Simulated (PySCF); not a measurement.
# C5H6F2O: magnetic properties

Programs: PySCF 2.14.0, with routines of our own; each step states its level. All values are computed. Atoms count from 0.

### 1 The starting structure

14 atoms, charge 0, multiplicity 1; geometry from: GFN2-xTB.

### 2 Magnetic properties: GIAO wB97X-D/pcSseg-1

The job: settings as JSON, then the geometry in Å.

```
{"job": {"kind": "mag", "xc": "wB97X-D", "basis": "pcSseg-1", "isotopologues": 2}, "charge": 0, "multiplicity": 1}
C     -1.414365    -0.227358     0.744098
C     -0.139338     0.513842     0.383883
C     -0.145031     1.328182    -0.925575
O      0.881061     0.484711    -1.479107
C      0.915610    -0.280221    -0.339131
C      1.638075    -1.350298    -0.060727
F      2.533271    -1.941129    -0.850767
F      1.549003    -1.988294     1.113553
H     -1.217420    -0.931511     1.548434
H     -1.794395    -0.777686    -0.113288
H     -2.172711     0.478891     1.073262
H      0.241196     1.061850     1.247364
H      0.188644     2.364039    -0.854589
H     -1.064279     1.264510    -1.509575
```

Method: GIAO wB97X-D/pcSseg-1 magnetisability, rotational g tensor and spin-rotation constants, non-relativistic, gas phase.

Command:

```bash
$ OMP_NUM_THREADS=1 python excited_run.py task.json out
```

The driver reads the jobs from task.json and runs them one after another.

Q: Estimate the wall time and peak memory of this first job on 1 thread of Arm Neoverse N1, shared host.

About 54 s, with a peak of 0.83 GiB.
